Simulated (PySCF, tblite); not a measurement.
**C₄H₇F₂GeO radical: geometry, infrared bands and EPR parameters**

What infrared bands and EPR parameters should C₄H₇F₂GeO radical (`[F][GeH]([F])[C]1CCOC1`) show?

The runs use tblite 0.8.0 and PySCF 2.14.0, with density-fitted response routines of our own; the level of theory stands in each step. All values are computed, except where a source is named. Atoms count from 0, in the outputs and in this text.

### Step 1. Starting geometry

15 atoms, charge 0, multiplicity 2; geometry from: force field or distance geometry start.

Bonds of the start (Å): F0–Ge1 1.77, Ge1–F2 1.77, Ge1–C3 1.95, C3–C4 1.49, C4–C5 1.52, C5–O6 1.41, O6–C7 1.42, C7–C3 1.50, Ge1–H8 1.54, C4–H9 1.11, C4–H10 1.12, C5–H11 1.11, C5–H12 1.12, C7–H13 1.11, C7–H14 1.10.

### Step 2. Relaxing the molecule with GFN2-xTB

What the job is given:

```
{"job": {"kind": "relax", "xc": "GFN2-xTB", "basis": "xTB"}, "charge": 0, "multiplicity": 2}
F      3.293900    -0.734800     0.487900
Ge     1.998800     0.458900     0.661700
F      2.103400     1.170400     2.273900
C      0.268000    -0.414700     0.440700
C     -0.877900     0.530300     0.552800
C     -1.918900    -0.114200    -0.354200
O     -1.274300    -0.971100    -1.273000
C      0.095900    -1.025200    -0.919300
H      2.169700     1.556500    -0.402100
H     -1.237900     0.620400     1.597800
H     -0.606600     1.531100     0.141000
H     -2.490900     0.659200    -0.901000
H     -2.630400    -0.707400     0.271400
H      0.676400    -0.473800    -1.692300
H      0.426400    -2.077600    -0.907100
```

Started as:

```bash
$ OMP_NUM_THREADS=1 python probes_run.py task.json out
```

The driver reads the jobs from task.json and runs them one after another.

What it wrote:

```text
step      E/eV     max force
  0    -750.76602    1.214
  1    -750.83358    0.822
  2    -750.88230    0.519
  3    -750.91012    0.500
  4    -750.93625    0.459
  5    -750.96285    0.444
  6    -750.99358    0.534
  7    -751.02225    0.598
  8    -751.05070    0.484
  9    -751.07361    0.393
 10    -751.09640    0.475
 11    -751.12128    0.527
 12    -751.14360    0.471
 13    -751.16396    0.337
 14    -751.18024    0.256
 15    -751.18894    0.200
 16    -751.19523    0.221
 17    -751.20475    0.312
 18    -751.21868    0.346
 19    -751.23527    0.337
 20    -751.24849    0.257
 21    -751.25692    0.225
 22    -751.26279    0.200
 23    -751.26823    0.171
 24    -751.27221    0.165
 25    -751.27409    0.102
 26    -751.27543    0.101
 27    -751.27633    0.092
 28    -751.27722    0.068
 29    -751.27801    0.059
 30    -751.27850    0.045
 31    -751.27881    0.046
 32    -751.27912    0.052
 33    -751.27954    0.055
 34    -751.28014    0.069
 35    -751.28095    0.079
 36    -751.28200    0.096
 37    -751.28329    0.118
 38    -751.28495    0.145
 39    -751.28720    0.170
 40    -751.29022    0.169
 41    -751.29391    0.157
 42    -751.29723    0.152
 43    -751.29954    0.121
 44    -751.30109    0.105
 45    -751.30242    0.159
 46    -751.30408    0.154
 47    -751.30582    0.091
 48    -751.30687    0.063
 49    -751.30754    0.058
 50    -751.30826    0.057
 51    -751.30907    0.064
 52    -751.31012    0.081
 53    -751.31111    0.071
 54    -751.31175    0.044
 55    -751.31202    0.032
 56    -751.31217    0.029
 57    -751.31234    0.030
 58    -751.31250    0.034
 59    -751.31262    0.026
 60    -751.31269    0.024
 61    -751.31276    0.023
 62    -751.31287    0.029
 63    -751.31302    0.043
 64    -751.31320    0.038
 65    -751.31339    0.038
 66    -751.31364    0.046
 67    -751.31405    0.048
 68    -751.31470    0.081
 69    -751.31561    0.089
 70    -751.31662    0.083
 71    -751.31755    0.081
 72    -751.31842    0.064
 73    -751.31932    0.087
 74    -751.32020    0.084
 75    -751.32085    0.070
 76    -751.32136    0.051
 77    -751.32161    0.047
 78    -751.32180    0.035
 79    -751.32200    0.036
 80    -751.32218    0.028
 81    -751.32225    0.018
 82    -751.32230    0.014
 83    -751.32232    0.013
 84    -751.32235    0.011
 85    -751.32237    0.011
 86    -751.32239    0.009
```

Wall time 0.47 s (1 thread of Arm Neoverse V2, shared host).

Relaxation path: (not every step is listed)

```tsv
step	energy from step 0 (eV)	largest force (eV/Å)
0	0.0000	1.2143
1	-0.0676	0.8223
2	-0.1163	0.5193
3	-0.1441	0.5003
4	-0.1702	0.4588
5	-0.1968	0.4437
6	-0.2276	0.5339
7	-0.2562	0.5980
8	-0.2847	0.4838
15	-0.4229	0.2000
22	-0.4968	0.1998
29	-0.5120	0.0592
36	-0.5160	0.0957
43	-0.5335	0.1211
50	-0.5422	0.0569
57	-0.5463	0.0301
64	-0.5472	0.0381
71	-0.5515	0.0807
78	-0.5558	0.0346
81	-0.5562	0.0180
82	-0.5563	0.0139
83	-0.5563	0.0131
84	-0.5563	0.0112
85	-0.5563	0.0107
86	-0.5564	0.0088
```

Distances of close pairs at the start and the end, largest changes first:

```tsv
bond	before (Å)	after (Å)	change (Å)
Ge1–C3	1.951	1.916	-0.035
Ge1–H8	1.538	1.504	-0.034
F0–Ge1	1.770	1.743	-0.026
Ge1–F2	1.765	1.744	-0.021
C4–H10	1.116	1.097	-0.019
C5–H12	1.118	1.100	-0.018
C4–H9	1.109	1.091	-0.018
C5–H11	1.106	1.090	-0.017
```

The end geometry stands in the next job.

### Step 3. Harmonic vibrations with GFN2-xTB

What the job is given:

```
{"job": {"kind": "ir", "xc": "GFN2-xTB", "basis": "xTB"}, "charge": 0, "multiplicity": 2}
F      3.072698    -0.883201     0.582552
Ge     2.089564     0.556423     0.607528
F      1.958806     0.934040     2.305539
C      0.339735     0.062722     0.002750
C     -0.942458     0.706198     0.398759
C     -1.968749    -0.240310    -0.239251
O     -1.324777    -0.803172    -1.366958
C      0.043483    -0.934378    -1.061560
H      3.029468     1.615213     0.100934
H     -1.052259     0.794698     1.480974
H     -1.023681     1.715315    -0.023492
H     -2.870621     0.260175    -0.591648
H     -2.244650    -1.033664     0.470434
H      0.620896    -0.784465    -1.982083
H      0.268130    -1.957606    -0.706391
```

What it wrote:

```text
mode    cm-1     km/mol
  1      26.4      2.22
  2      56.6      6.92
  3      81.8      1.47
  4     144.6     12.97
  5     170.5     10.48
  6     200.3     16.72
  7     226.9     31.20
  8     231.6      4.29
  9     311.7     19.20
 10     465.5    161.02
 11     475.9    147.07
 12     589.2     32.75
 13     593.4    115.46
 14     644.2     11.69
 15     743.9      5.65
 16     849.2      2.40
 17     902.5      5.73
 18     959.4     33.86
 19     991.8     18.56
 20    1007.4      5.39
 21    1054.8     12.19
 22    1104.0     46.87
 23    1113.9      1.55
 24    1136.7     11.09
 25    1184.4     16.42
 26    1201.7     17.75
 27    1234.4      3.13
 28    1274.2      1.59
 29    1305.1      4.74
 30    1429.6     25.66
 31    1431.4      7.44
 32    1474.0      0.09
 33    1900.1    353.22
 34    2768.4     17.16
 35    2872.4     29.88
 36    2887.7     33.99
 37    2895.8     13.91
 38    2967.7      5.02
 39    2998.1     22.95
```

Wall time 0.41 s (1 thread of Arm Neoverse V2, shared host).

Which atoms move in the most intense modes:

```tsv
cm⁻¹	km/mol	atoms
466	161.0	F2 43 %, F0 33 %, Ge1 21 %
476	147.1	F0 41 %, F2 32 %, Ge1 26 %
589	32.8	H8 94 %
593	115.5	H8 91 %
959	33.9	C5 31 %, O6 21 %, C7 15 %, H9 12 %
1104	46.9	C3 27 %, O6 22 %, C5 17 %, C7 11 %
1900	353.2	H8 99 %
2888	34.0	H10 75 %, H12 15 %
```

### Step 4. g tensor and hyperfine couplings: B3LYP/def2-TZVP-core+pcH-1

Settings changed since step 3:

```diff
@@ -1,2 +1,2 @@
-{"job": {"kind": "ir", "xc": "GFN2-xTB", "basis": "xTB"}, "charge": 0, "multiplicity": 2}
+{"job": {"kind": "epr", "basis": "pcH-1"}, "charge": 0, "multiplicity": 2}
 F      3.072698    -0.883201     0.582552
```

Level: UKS B3LYP, def2-TZVP-core on Ge, pcH-1 on C F H O, non-relativistic, mean-field spin-orbit, GIAO.

What it wrote:

```text
UKS, coarse grid
  cycle   1  E = -2508.40297312  |g| = 1.52e+00
  cycle   2  E = -2507.86636259  |g| = 1.74e+00
  cycle   3  E = -2508.57553508  |g| = 5.18e-01
  cycle   4  E = -2508.64871598  |g| = 1.41e-01
  cycle   5  E = -2508.65312946  |g| = 2.96e-02
  cycle   6  E = -2508.65342847  |g| = 9.26e-03
  cycle   7  E = -2508.65346701  |g| = 2.24e-03
  cycle   8  E = -2508.65346936  |g| = 7.55e-04
UKS, final grid
  cycle   1  E = -2508.65336409  |g| = 9.34e-04
  cycle   2  E = -2508.65336363  |g| = 1.57e-03
  cycle   3  E = -2508.65336438  |g| = 7.94e-05
  cycle   4  E = -2508.65336439  |g| = 5.26e-05
  cycle   5  E = -2508.65336439  |g| = 1.91e-05
E = -2508.65336439 Eh   <S^2> = 0.7540 (exact 0.7500)
g shifts (ppm)      1          2          3
  rmc          -143       -143       -143
  gc             34         -3         21
  oz_so       -2360        242       1590
  total       -2469         96       1468
hyperfine (MHz)  atom isotope    a_iso     a_fc   dipolar eigenvalues
    0   19F      25.19      24.93    -13.71    -10.72     24.43
    1  73Ge      25.11      25.25     -2.87      0.76      2.11
    2   19F      26.87      26.59    -14.60    -11.89     26.48
    3   13C      97.06      97.49    -75.28    -74.39    149.67
    4   13C     -28.32     -28.32     -2.77      0.72      2.05
    5   13C       1.22       1.22     -1.30     -0.50      1.79
    6   17O       1.13       1.13     -1.95      0.80      1.15
    7   13C     -30.86     -30.86     -2.73      0.42      2.31
    8    1H      24.81      24.81     -2.39     -1.71      4.10
    9    1H      74.18      74.19     -4.95     -3.75      8.70
   10    1H     137.07     137.08     -5.48     -2.93      8.41
   11    1H      -1.11      -1.12     -1.91     -1.54      3.45
   12    1H      -1.37      -1.37     -2.81     -2.33      5.13
   13    1H      99.43      99.44     -4.89     -3.28      8.17
   14    1H     128.14     128.14     -5.84     -3.29      9.13
```

Wall time 3.9 min (1 thread of Arm Neoverse V2, shared host); peak memory 1.4 GiB.

Principal g values 1.99985, 2.00241, 2.00379; g(iso) = 2.00202, against 2.00232 for a free electron.

Mean a(iso) over the nuclei that a row names, and the largest dipolar term of the row (other rows stand at the frozen geometry):

```tsv
nuclei	isotope	a(iso) (MHz)	a(iso) (G, at g = 2.0023)	largest dipolar term (MHz)
H13, H14	1H	113.8	40.6	9.1
H9, H10	1H	105.6	37.7	8.7
C3	13C	97.1	34.6	149.7
C7	13C	-30.9	-11.0	-2.7
C4	13C	-28.3	-10.1	-2.8
F0, F2	19F	26.0	9.3	26.5
Ge1	73Ge	25.1	9.0	-2.9
H8	1H	24.8	8.9	4.1
H11, H12	1H	-1.2	-0.4	5.1
C5	13C	1.2	0.4	1.8
O6	17O	1.1	0.4	-2.0
```

Mulliken spin populations:

F0 0.00; Ge1 0.01; F2 0.00; C3 0.95; C4 -0.08; C5 0.01; O6 0.00; C7 -0.08; H8 0.02; H9 0.03; H10 0.06; H11 0.00; H12 0.00; H13 0.04; H14 0.05

In first order the couplings over 0.8 MHz of 1H, 19F give 162 distinct lines over 184.9 G, if the averaged nuclei exchange fast.

The fields below are evaluated on a grid from the run's orbitals.

ELF in a plane through or near 7 of the atoms.

Ten even steps from '0' (0.00) to '9' (0.99):
```
0000000000000000000000000000
0000000000000000000000000000
0000000000000000000000000000
0000000000000000000000000000
0000001111000122100000000000
0000002342000366410000000000
0000002342000377520145400000
0000001221111343353699940000
0000122144176882795999970000
0000122276283285653799950000
0000011154282451165455310000
0000012211366884477400000000
0000134431003551846841000000
0000024420002532578852000000
0000012210003674136631000000
0000000000001231000000000000
0000000000000000000000000000
0000000000000000000000000000
0000000000000000000000000000
0000000000000000000000000000
```
The map spans 11.6 Å across and 9.3 Å up, centred on the molecule. Atoms in the plane (x, y in Å): Ge1 (-2.2, 0.2), C3 (-0.3, 0.0), C4 (0.7, 1.0), C5 (2.0, 0.2), O6 (1.7, -1.1), C7 (0.4, -1.4), H11 (2.8, 0.6).

On the surface of density 0.002 e/bohr³ the electrostatic potential runs, from the 1st to the 99th percentile, from -1.27 V near O6 to 2.00 V near Ge1.

The spin density lies nearest to C3 69 %.

### Step 5. Results

```
                                 quantity                      value
strongest single infrared mode (GFN2-xTB)      1900 cm⁻¹, 353 km/mol
             zero-point energy (GFN2-xTB)              62.8 kcal/mol
                           g(iso) (B3LYP)                    2.00202
                                     ⟨S²⟩         0.754 (exact 0.75)
       largest a(iso) (averaged by class)  1H on H13, H14, 113.8 MHz
    surface potential, 1st and 99th percentile         -1.27 V and 2.00 V
```

**Reading.** Relaxing lowered the energy by 0.556 eV in 86 steps; the close pair that moved most is Ge1–C3, from 1.951 to 1.916 Å. No mode is imaginary among the 39: a minimum at this level. The strongest single mode, at 1900 cm⁻¹, moves mainly H8. Unscaled tight-binding wavenumbers are off by several per cent, some by more. Its intensities can rank the bands wrongly. C3 carries the largest spin population, 0.95 e. The isotropic g lies 0.3 ppt below the free-electron value. The hyperfine terms hold no scalar relativity, which the heavier nuclei need.
